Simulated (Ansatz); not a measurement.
# C6H5Cl3Sn: one species, many methods

One table from this session's results is given with a row withheld; the runs are named, their logs left out.

The runs use Ansatz 0.2.0, Gaussian basis; functionals in def2-TZVPP, the program's frozen cores in correlated methods.

Plan: LDA (SPW92), PBE-D4, revPBE-D4, BLYP-D4, r2SCAN-D4, B97M-V, PBE0-D4, B3LYP-D4, r2SCANh-D4, r2SCAN0-D4, HSE06-D4, BHLYP-D4, CAM-B3LYP-D4, LC-ωPBE, ωB97X-V, ωB97M-V, B2PLYP, PBE-QIDH; CCSD(T)/def2-SVP; CCSD(T)/def2-TZVPP; MP2/def2-QZVPP; extrapolation to the limit; RPA on PBE.

### The relaxed structure

All runs share one geometry, relaxed beforehand with PBE0-D4 in a triple-zeta def2 set. Sn takes the def2 core potential; no spin-orbit term is included.

SMILES `[Cl][Sn]([Cl])([Cl])[c]1ccccc1`, 15 atoms, charge 0, spin multiplicity 1.

Atoms are counted from 1 here; the program's logs count them from 0.

Bond lengths: Cl1–Sn2 2.310 Å, Sn2–Cl3 2.310 Å, Sn2–Cl4 2.309 Å, Sn2–C5 2.104 Å, C5–C6 1.390 Å, C5–C10 1.390 Å, C6–C7 1.387 Å, C6–H11 1.085 Å, C7–C8 1.387 Å, C7–H12 1.084 Å, C8–C9 1.387 Å, C8–H13 1.084 Å, C9–C10 1.387 Å, C9–H14 1.084 Å, C10–H15 1.085 Å. Angles: Cl1–Sn2–Cl3 108.7°, Cl1–Sn2–Cl4 105.9°, Cl1–Sn2–C5 111.0°, Cl3–Sn2–Cl4 105.9°, Cl3–Sn2–C5 111.0°, Cl4–Sn2–C5 114.1°, Sn2–C5–C6 119.7°, Sn2–C5–C10 119.7°, C6–C5–C10 120.6°, C5–C6–C7 119.5°, C5–C6–H11 120.8°, C7–C6–H11 119.7°, C6–C7–C8 120.1°, C6–C7–H12 119.7°, C8–C7–H12 120.2°, C7–C8–C9 120.3°, C7–C8–H13 119.9°, C9–C8–H13 119.9° and more.

The first run:

File in.yaml:

```yaml
crystal:
  periodic: [false, false, false]
  atoms:
    - {symbol: Cl, position_ang: [-1.061120, -3.521207, -1.596830]}
    - {symbol: Sn, position_ang: [0.195613, -1.617874, -1.960582]}
    - {symbol: Cl, position_ang: [2.393581, -2.236554, -2.307696]}
    - {symbol: Cl, position_ang: [-0.540527, -0.748590, -3.968994]}
    - {symbol: C, position_ang: [0.034180, -0.287521, -0.339048]}
    - {symbol: C, position_ang: [1.090563, 0.565532, -0.039865]}
    - {symbol: C, position_ang: [0.975938, 1.447789, 1.024068]}
    - {symbol: C, position_ang: [-0.185271, 1.474675, 1.782265]}
    - {symbol: C, position_ang: [-1.235591, 0.619396, 1.483445]}
    - {symbol: C, position_ang: [-1.129661, -0.266124, 0.421312]}
    - {symbol: H, position_ang: [2.005027, 0.542755, -0.622798]}
    - {symbol: H, position_ang: [1.797659, 2.113281, 1.261698]}
    - {symbol: H, position_ang: [-0.270997, 2.164643, 2.613776]}
    - {symbol: H, position_ang: [-2.140411, 0.638157, 2.079702]}
    - {symbol: H, position_ang: [-1.950783, -0.939059, 0.198848]}
basis:
  gaussian: {orbitals: def2-TZVPP}
hamiltonian: {xc: lda}
output: {orbitals: {seedname: orbitals}}
```

Started as:

```console
$ ansatz run in.yaml --threads 4 --pin off --events-out ev --progress --plain --max-ram 46080MiB --backend cuda --devices 0, --max-vram 37GiB
```

Steps of the session up to this table: LDA; PBE-D4 (GGA); revPBE-D4 (GGA); BLYP-D4 (GGA); r2SCAN-D4 (meta-GGA); B97M-V (meta-GGA); B3LYP-D4 (hybrid); r2SCANh-D4 (hybrid); r2SCAN0-D4 (hybrid); HSE06-D4 (hybrid); BHLYP-D4 (hybrid); CAM-B3LYP-D4 (range-separated); LC-ωPBE (range-separated); ωB97X-V (range-separated); ωB97M-V (range-separated); B2PLYP (double hybrid); PBE-QIDH (double hybrid).

One table of the session follows, with a row left open; its other results are not shown here.

It belongs to the step «Frontier levels by functional». 

| functional | HOMO (eV) | LUMO (eV) | gap (eV) |
| --- | --- | --- | --- |
| LDA (SPW92) | -7.33 | -3.17 | 4.16 |
| PBE-D4 | -7.10 | -2.86 | 4.24 |
| revPBE-D4 | -7.02 | -2.75 | 4.27 |
| BLYP-D4 | -6.90 | -2.79 | 4.11 |
| r2SCAN-D4 | -7.30 | -2.67 | 4.63 |
| B97M-V | -7.22 | -2.56 | 4.67 |
| PBE0-D4 | -8.09 | -1.95 | 6.13 |
| B3LYP-D4 | ? | ? | ? |
| r2SCANh-D4 | -7.67 | -2.34 | 5.33 |
| r2SCAN0-D4 | -8.23 | -1.84 | 6.39 |
| HSE06-D4 | -7.69 | -2.33 | 5.37 |
| BHLYP-D4 | -8.85 | -0.94 | 7.91 |
| CAM-B3LYP-D4 | -9.29 | -0.93 | 8.35 |
| LC-ωPBE | -10.61 | 0.29 | 10.90 |
| ωB97X-V | -10.25 | 0.19 | 10.44 |
| ωB97M-V | -10.17 | 0.08 | 10.25 |

Q: Estimate the row for B3LYP-D4 from the others.

Worked estimate for «HOMO (eV)». Against the share of exact exchange, BLYP-D4 (0, -6.90), BHLYP-D4 (0.5, -8.85) give a slope of -3.90 per unit share; at 0.2 the line stands at -7.68.

**Answer.** HOMO (eV): -7.85; LUMO (eV): -2.24; gap (eV): 5.61. In «HOMO (eV)» the line misses by +0.17.
